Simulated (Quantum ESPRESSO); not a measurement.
# WS2 in Quantum ESPRESSO: relaxation of the atoms with PBE

Aim: the relaxation of the atoms of WS2 with PBE.

Program: Quantum ESPRESSO 7.5. These are calculated values, not measurements. Logs are shortened: lines on timing, memory, paths and dates and some standing lists are left out, and cuts for length are marked.

## Step 1: The sheet as given

The cell holds a sheet with vacuum, 3 atoms: a = 3.279 Å, b = 3.138 Å, c = 21.140 Å, α = 90.00°, β = 90.00°, γ = 121.50°.

The cell was built by a generator and needn't be a form met in nature.

## Step 2: Relaxation of the atoms, PBE

File pw.in:

```
&CONTROL
  calculation = 'relax'
  prefix = 'pwscf'
  outdir = './tmp'
  pseudo_dir = './pseudo'
  tprnfor = .true.
  disk_io = 'low'
  nstep = 40
  forc_conv_thr = 0.0004
  etot_conv_thr = 1d-05
/
&SYSTEM
  ibrav = 0
  nat = 3
  ntyp = 2
  ecutwfc = 55
  ecutrho = 440
  nbnd = 20
  occupations = 'smearing'
  smearing = 'gaussian'
  degauss = 0.00146997
/
&ELECTRONS
  conv_thr = 6d-10
  electron_maxstep = 120
  mixing_beta = 0.5
/
&IONS
  ion_dynamics = 'bfgs'
/
ATOMIC_SPECIES
S     32.0600 s_pbe_v1.4.uspp.F.UPF
W    183.8400 W_pbe_v1.2.uspp.F.UPF
CELL_PARAMETERS angstrom
   3.2791200000    0.0000000000    0.0000000000
  -1.6395600000    2.6759665361    0.0000000000
   0.0000000000    0.0000000000   21.1400000000
ATOMIC_POSITIONS crystal
S      0.6666666667    0.3333333333    0.4257332072
W      0.3333333333    0.6666666667    0.5000000000
S      0.6666666667    0.3333333333    0.5742667928
K_POINTS automatic
10 10 1 0 0 0
```

Potentials or basis: SSSP 1.3 efficiency PBE.

Command:

```bash
$ OMP_NUM_THREADS=1 pw.x -in pw.in > pw.out
```

pw.out:

```text
This program is part of the open-source Quantum ESPRESSO suite
     for quantum simulation of materials; please cite
         "P. Giannozzi et al., J. Phys.:Condens. Matter 21 395502 (2009);
         "P. Giannozzi et al., J. Phys.:Condens. Matter 29 465901 (2017);
         "P. Giannozzi et al., J. Chem. Phys. 152 154105 (2020);
     in publications or presentations arising from this work. More details at

     Message from routine setup:
     using ibrav=0 with symmetry is DISCOURAGED, use correct ibrav instead

     G-vector sticks info
     --------------------
     sticks:   dense  smooth     PW     G-vecs:    dense   smooth      PW
     Sum        1097     537    165               195175    68797   11471

     Using Slab Decomposition

     bravais-lattice index     =            0
     lattice parameter (alat)  =       6.1966  a.u.
     unit-cell volume          =    1251.8133 (a.u.)^3
     number of atoms/cell      =            3
     number of atomic types    =            2
     number of electrons       =        26.00
     number of Kohn-Sham states=           20
     kinetic-energy cutoff     =      55.0000  Ry
     charge density cutoff     =     440.0000  Ry
     scf convergence threshold =      6.0E-10
     mixing beta               =       0.5000
     number of iterations used =            8  plain     mixing
     energy convergence thresh.=      1.0E-05
     force convergence thresh. =      4.0E-04
     Exchange-correlation= SLA  PW   PBE  PBE
                           (   1   4   3   4   0   0   0)
     nstep                     =           40

     celldm(1)=   6.196639  celldm(2)=   0.000000  celldm(3)=   0.000000
     celldm(4)=   0.000000  celldm(5)=   0.000000  celldm(6)=   0.000000

     crystal axes: (cart. coord. in units of alat)
               a(1) = (   1.000000   0.000000   0.000000 )
               a(2) = (  -0.500000   0.816062   0.000000 )
               a(3) = (   0.000000   0.000000   6.446852 )

     reciprocal axes: (cart. coord. in units 2 pi/alat)
               b(1) = (  1.000000  0.612698 -0.000000 )
               b(2) = (  0.000000  1.225396  0.000000 )
               b(3) = (  0.000000 -0.000000  0.155114 )

     PseudoPot. # 1 for S  read from file:
     s_pbe_v1.4.uspp.F.UPF
     Pseudo is Ultrasoft + core correction, Zval =  6.0
     Generated by new atomic code, or converted to UPF format
     Using radial grid of  907 points,  6 beta functions with:
                l(1) =   0
                l(2) =   0
                l(3) =   1
                l(4) =   1
                l(5) =   2
                l(6) =   2
     Q(r) pseudized with  8 coefficients,  rinner =    1.300   1.300   1.300
                                                       1.300   1.300

     PseudoPot. # 2 for W  read from file:
     W_pbe_v1.2.uspp.F.UPF
     Pseudo is Ultrasoft + core correction, Zval = 14.0
     Generated by new atomic code, or converted to UPF format
     Using radial grid of  923 points,  8 beta functions with:
                l(1) =   0
                l(2) =   0
                l(3) =   0
                l(4) =   1
                l(5) =   1
                l(6) =   2
                l(7) =   2
                l(8) =   3
     Q(r) pseudized with  6 coefficients,  rinner =    1.350   1.350   1.350
                                                       1.350   1.350   1.350
                                                       1.350

     atomic species   valence    mass     pseudopotential
     S                 6.00    32.06000     S ( 1.00)
     W                14.00   183.84000     W ( 1.00)

      4 Sym. Ops. (no inversion) found

   Cartesian axes

     site n.     atom                  positions (alat units)
         1        S      tau(   1) = (   0.5000000   0.2720208   2.7446388  )
         2        W      tau(   2) = (  -0.0000000   0.5440416   3.2234258  )
         3        S      tau(   3) = (   0.5000000   0.2720208   3.7022128  )

     number of k points=    31  Gaussian smearing, width (Ry)=  0.0015
                       cart. coord. in units 2pi/alat
        k(    1) = (   0.0000000   0.0000000   0.0000000), wk =   0.0200000
        k(    2) = (   0.0000000   0.1225396   0.0000000), wk =   0.0400000
        k(    3) = (   0.0000000   0.2450793   0.0000000), wk =   0.0400000
        k(    4) = (   0.0000000   0.3676189   0.0000000), wk =   0.0400000
        k(    5) = (   0.0000000   0.4901586   0.0000000), wk =   0.0400000
        k(    6) = (   0.0000000  -0.6126982   0.0000000), wk =   0.0200000
[... 23 lines left out ...]
        k(   30) = (  -0.5000000  -0.1838095   0.0000000), wk =   0.0800000
        k(   31) = (  -0.5000000  -0.0612698   0.0000000), wk =   0.0800000

     Dense  grid:   195175 G-vectors     FFT dimensions: (  45,  40, 270)

     Smooth grid:    68797 G-vectors     FFT dimensions: (  30,  27, 192)

     Initial potential from superposition of free atoms

     starting charge      25.8996, renormalised to      26.0000

     negative rho (up, down):  6.319E-02 0.000E+00
     Starting wfcs are   21 randomized atomic wfcs

     Self-consistent Calculation

     iteration #  1     ecut=    55.00 Ry     beta= 0.50
     Davidson diagonalization with overlap
     ethr =  1.00E-02,  avg # of iterations =  5.2

     Threshold (ethr) on eigenvalues was too large:
     Diagonalizing with lowered threshold

     Davidson diagonalization with overlap
     ethr =  3.43E-04,  avg # of iterations =  4.8

     negative rho (up, down):  6.535E-02 0.000E+00

     total energy              =    -207.49657123 Ry
     estimated scf accuracy    <       0.10124968 Ry

     iteration #  2     ecut=    55.00 Ry     beta= 0.50
     Davidson diagonalization with overlap
     ethr =  3.89E-04,  avg # of iterations =  3.3

     negative rho (up, down):  6.687E-02 0.000E+00

     total energy              =    -207.50663213 Ry
     estimated scf accuracy    <       0.02775140 Ry

     iteration #  3     ecut=    55.00 Ry     beta= 0.50
     Davidson diagonalization with overlap
     ethr =  1.07E-04,  avg # of iterations =  6.2

     negative rho (up, down):  6.751E-02 0.000E+00

     total energy              =    -207.51150714 Ry
     estimated scf accuracy    <       0.03384645 Ry

     iteration #  4     ecut=    55.00 Ry     beta= 0.50
     Davidson diagonalization with overlap
     ethr =  1.07E-04,  avg # of iterations =  2.0

     negative rho (up, down):  6.851E-02 0.000E+00

     total energy              =    -207.51605661 Ry
     estimated scf accuracy    <       0.00072931 Ry

     iteration #  5     ecut=    55.00 Ry     beta= 0.50
     Davidson diagonalization with overlap
     c_bands:  1 eigenvalues not converged
     ethr =  2.81E-06,  avg # of iterations =  7.9

     negative rho (up, down):  6.852E-02 0.000E+00

     total energy              =    -207.51616679 Ry
     estimated scf accuracy    <       0.00013738 Ry

     iteration #  6     ecut=    55.00 Ry     beta= 0.50
     Davidson diagonalization with overlap
     ethr =  5.28E-07,  avg # of iterations =  2.0

     negative rho (up, down):  6.845E-02 0.000E+00

     total energy              =    -207.51618895 Ry
     estimated scf accuracy    <       0.00000400 Ry

     iteration #  7     ecut=    55.00 Ry     beta= 0.50
     Davidson diagonalization with overlap
     ethr =  1.54E-08,  avg # of iterations =  4.8

     negative rho (up, down):  6.841E-02 0.000E+00

     total energy              =    -207.51619172 Ry
     estimated scf accuracy    <       0.00000070 Ry

     iteration #  8     ecut=    55.00 Ry     beta= 0.50
     Davidson diagonalization with overlap
     ethr =  2.70E-09,  avg # of iterations =  2.9

     negative rho (up, down):  6.837E-02 0.000E+00
[... 209 lines left out ...]
!    total energy              =    -207.51619188 Ry
     estimated scf accuracy    <          4.7E-10 Ry
     smearing contrib. (-TS)   =      -0.00000000 Ry
     internal energy E=F+TS    =    -207.51619188 Ry

     The total energy is F=E-TS. E is the sum of the following terms:
     one-electron contribution =   -1202.52633238 Ry
     hartree contribution      =     600.67726902 Ry
     xc contribution           =     -58.18606325 Ry
     ewald contribution        =     452.51893473 Ry

     convergence has been achieved in  10 iterations

     negative rho (up, down):  6.837E-02 0.000E+00

     Forces acting on atoms (cartesian axes, Ry/au):

     atom    1 type  1   force =     0.00000000    0.00891716   -0.00311672
     atom    2 type  2   force =     0.00000000   -0.01783433    0.00000000
     atom    3 type  1   force =     0.00000000    0.00891716    0.00311672

     Total force =     0.022283     Total SCF correction =     0.000039

     BFGS Geometry Optimization
     Energy error            =      5.0E-04 Ry
     Gradient error          =      1.8E-02 Ry/Bohr

     number of scf cycles    =   1
     number of bfgs steps    =   0

     energy             new  =    -207.5161918848 Ry

     new trust radius        =       0.0178343269 bohr
     new conv_thr            =       0.0000000006 Ry

ATOMIC_POSITIONS (crystal)
S                0.6675483593        0.3350967185        0.4256551894
W                0.3315699481        0.6631398964        0.5000000000
S                0.6675483593        0.3350967185        0.5743448106

     NEW-OLD atomic charge density approx. for the potential

     negative rho (up, down):  6.864E-02 0.000E+00

     Self-consistent Calculation

     iteration #  1     ecut=    55.00 Ry     beta= 0.50
     Davidson diagonalization with overlap
     ethr =  1.00E-06,  avg # of iterations =  6.1

     Threshold (ethr) on eigenvalues was too large:
     Diagonalizing with lowered threshold

     Davidson diagonalization with overlap
     ethr =  5.59E-08,  avg # of iterations =  3.8
[... 243 lines left out ...]
     The total energy is F=E-TS. E is the sum of the following terms:
     one-electron contribution =   -1202.05111787 Ry
     hartree contribution      =     600.44039891 Ry
     xc contribution           =     -58.18208242 Ry
     ewald contribution        =     452.27628364 Ry

     convergence has been achieved in   6 iterations

     negative rho (up, down):  6.865E-02 0.000E+00

     Forces acting on atoms (cartesian axes, Ry/au):

     atom    1 type  1   force =     0.00000000    0.00278230   -0.00119765
     atom    2 type  2   force =     0.00000000   -0.00556460    0.00000000
     atom    3 type  1   force =     0.00000000    0.00278230    0.00119765

     Total force =     0.007023     Total SCF correction =     0.000007
     Energy error            =      3.3E-04 Ry
     Gradient error          =      5.6E-03 Ry/Bohr

     number of scf cycles    =   2
     number of bfgs steps    =   1

     energy             old  =    -207.5161918848 Ry
     energy             new  =    -207.5165177342 Ry

     CASE: energy            _new < energy            _old

     new trust radius        =       0.0081290930 bohr
     new conv_thr            =            8.3E-11 Ry

ATOMIC_POSITIONS (crystal)
S                0.6679502450        0.3359004899        0.4256114008
W                0.3307661767        0.6615323536        0.5000000000
S                0.6679502450        0.3359004899        0.5743885992

     NEW-OLD atomic charge density approx. for the potential

     negative rho (up, down):  6.885E-02 0.000E+00

     Self-consistent Calculation

     iteration #  1     ecut=    55.00 Ry     beta= 0.50
     Davidson diagonalization with overlap
     ethr =  1.00E-06,  avg # of iterations =  4.7

     Threshold (ethr) on eigenvalues was too large:
     Diagonalizing with lowered threshold

     Davidson diagonalization with overlap
     ethr =  1.05E-08,  avg # of iterations =  4.1

     negative rho (up, down):  6.885E-02 0.000E+00

     total energy              =    -207.51655387 Ry
     estimated scf accuracy    <       0.00000364 Ry

     iteration #  2     ecut=    55.00 Ry     beta= 0.50
     Davidson diagonalization with overlap
     ethr =  1.40E-08,  avg # of iterations =  2.0
[... 243 lines left out ...]
     The total energy is F=E-TS. E is the sum of the following terms:
     one-electron contribution =   -1201.78843915 Ry
     hartree contribution      =     600.30949090 Ry
     xc contribution           =     -58.18004217 Ry
     ewald contribution        =     452.14243608 Ry

     convergence has been achieved in   7 iterations

     negative rho (up, down):  6.885E-02 0.000E+00

     Forces acting on atoms (cartesian axes, Ry/au):

     atom    1 type  1   force =     0.00000000    0.00001375   -0.00027106
     atom    2 type  2   force =     0.00000000   -0.00002750    0.00000000
     atom    3 type  1   force =     0.00000000    0.00001375    0.00027106

     Total force =     0.000385     Total SCF correction =     0.000018
     Energy error            =      3.7E-05 Ry
     Gradient error          =      2.7E-04 Ry/Bohr

     number of scf cycles    =   3
     number of bfgs steps    =   2

     energy             old  =    -207.5165177342 Ry
     energy             new  =    -207.5165543457 Ry

     CASE: energy            _new < energy            _old

     new trust radius        =       0.0002925726 bohr
     new conv_thr            =            6.0E-12 Ry

ATOMIC_POSITIONS (crystal)
S                0.6679546970        0.3359093939        0.4256041644
W                0.3307572727        0.6615145455        0.5000000000
S                0.6679546970        0.3359093939        0.5743958356

     NEW-OLD atomic charge density approx. for the potential

     negative rho (up, down):  6.885E-02 0.000E+00

     Self-consistent Calculation

     iteration #  1     ecut=    55.00 Ry     beta= 0.50
     Davidson diagonalization with overlap
     ethr =  1.00E-06,  avg # of iterations =  2.0

     Threshold (ethr) on eigenvalues was too large:
     Diagonalizing with lowered threshold

     Davidson diagonalization with overlap
     ethr =  7.60E-11,  avg # of iterations =  5.0

     negative rho (up, down):  6.885E-02 0.000E+00

     total energy              =    -207.51655447 Ry
     estimated scf accuracy    <          8.1E-09 Ry

     iteration #  2     ecut=    55.00 Ry     beta= 0.50
     Davidson diagonalization with overlap
     ethr =  3.11E-11,  avg # of iterations =  2.0
[... 225 lines left out ...]
     The total energy is F=E-TS. E is the sum of the following terms:
     one-electron contribution =   -1201.74707886 Ry
     hartree contribution      =     600.28898043 Ry
     xc contribution           =     -58.17978403 Ry
     ewald contribution        =     452.12132799 Ry

     convergence has been achieved in   5 iterations

     negative rho (up, down):  6.885E-02 0.000E+00

     Forces acting on atoms (cartesian axes, Ry/au):

     atom    1 type  1   force =     0.00000000   -0.00002088   -0.00015173
     atom    2 type  2   force =     0.00000000    0.00004175    0.00000000
     atom    3 type  1   force =     0.00000000   -0.00002088    0.00015173

     Total force =     0.000221     Total SCF correction =     0.000002
     Energy error            =      1.2E-07 Ry
     Gradient error          =      1.5E-04 Ry/Bohr

     bfgs converged in   4 scf cycles and   3 bfgs steps
     (criteria: energy <  1.0E-05 Ry, force <  4.0E-04 Ry/Bohr)

     End of BFGS Geometry Optimization

     Final energy             =    -207.5165544676 Ry

Begin final coordinates

ATOMIC_POSITIONS (crystal)
S                0.6679546970        0.3359093939        0.4256041644
W                0.3307572727        0.6615145455        0.5000000000
S                0.6679546970        0.3359093939        0.5743958356
End final coordinates

=------------------------------------------------------------------------------=
   JOB DONE.
=------------------------------------------------------------------------------=
```

Run time: 15 min. Hardware: 1 thread of AMD EPYC, shared host; peak memory 1.3 GiB.

Results:

```
Free energy                  : -2823.4066 eV
Energy gained by relaxing    : 1.6 meV/atom
Ionic steps                  : 4
Largest force after relaxing : 0.004 eV/Å
Band gap on the k mesh       : 1.94 eV, direct
```

Forces on the atoms (eV/Å):
```
S    0.000 -0.001 -0.004
W    0.000  0.001  0.000
S    0.000 -0.001  0.004
```

The path:
| step | energy change (eV) | largest force (eV/Å) |
| --- | --- | --- |
| 1 | 0.0000 | 0.4585 |
| 2 | -0.0044 | 0.1431 |
| 3 | -0.0049 | 0.0070 |
| 4 | -0.0049 | 0.0039 |

Final structure:
```yaml
crystal:
  lattice:
    - [3.27912, 0.00000, 0.00000]
    - [-1.63956, 2.67597, 0.00000]
    - [0.00000, 0.00000, 21.14000]
  atoms:
    - { symbol: S, position: [0.66795, 0.33591, 0.42560] }
    - { symbol: W, position: [0.33076, 0.66151, 0.50000] }
    - { symbol: S, position: [0.66795, 0.33591, 0.57440] }
```

Levels at points of the mesh, in eV from the valence-band top:
| k point | band 9 | band 10 | band 11 | band 12 | band 13 | band 14 | band 15 | band 16 | band 17 | band 18 |
| --- | --- | --- | --- | --- | --- | --- | --- | --- | --- | --- |
| (0.00, 0.00, 0.00) | -2.42 | -2.08 | -1.73 | -1.33 | -0.01 | 2.79 | 2.80 | 3.11 | 3.36 | 4.99 |
| (0.00, -0.50, 0.00) | -4.30 | -3.75 | -1.93 | -1.60 | -0.68 | 3.02 | 3.38 | 3.92 | 4.61 | 5.32 |
| (-0.50, 0.00, 0.00) | -4.36 | -3.11 | -2.12 | -1.02 | -0.95 | 2.70 | 3.47 | 4.16 | 4.81 | 5.13 |

Caveat: spin-orbit coupling is left out, which moves the levels of the heavy elements.
